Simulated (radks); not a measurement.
**Ionisation of Tc⁺: one atom, several choices of relativity**

One table from this session's results is given with a row withheld; the runs are named, their logs left out.

Method: Kohn-Sham, PBE, spin-unpolarised, spherical densities. Code: radks (a radial shooting solver on a logarithmic mesh, Libxc functionals) version 1.

**What is computed**

- element: technetium (Z = 43)
- charge: +1
- electrons: 42
- configuration: [Kr] 4d5 5s1
- ion: Tc²⁺, [Kr] 4d5
- choices: non-relativistic; scalar-relativistic; Dirac, 2j+1 shares; Dirac, low j first; scalar-relativistic, finite nucleus; Dirac, 2j+1 shares, finite nucleus; Dirac, c × 1.25; Dirac, c × 100; Dirac, c × 5

The first run:

The run's settings:

```text
Z 43
configuration [Kr] 4d5 5s1 5p0 6s0
relativity non-relativistic
functional pbe,pbe
spin unpolarised
nucleus point
```

Steps of the session up to this table: non-relativistic: Tc⁺.

One of the session's tables, all rows but one given; the rest of the session is left out.

It belongs to the step «non-relativistic: Tc⁺». Radial moments (bohr):

| level | <r> | outermost maximum (interpolated) | 90 % within | nodes |
| --- | --- | --- | --- | --- |
| 3s | 0.4274 | 0.383 | 0.630 | 2 |
| 3p | 0.4216 | 0.371 | 0.635 | 1 |
| 3d | 0.3984 | 0.312 | 0.634 | 0 |
| 4s | 1.086 | 0.974 | 1.58 | 3 |
| 4p | ? | ? | ? | ? |
| 4d | 1.649 | 1.26 | 2.63 | 1 |
| 5s | 3.124 | 2.70 | 4.59 | 4 |
| 5p | 3.887 | 3.29 | 5.77 | 3 |

**Question.** Estimate the row for 4p.

As computed: <r>: 1.183; outermost maximum (interpolated): 1.03; 90 % within: 1.75; nodes: 2. In the column «<r>» it lies between 4s (1.086) and 4d (1.649).

Caveats from the session: Spin polarisation and multiplet splitting of open shells are left out at every level.
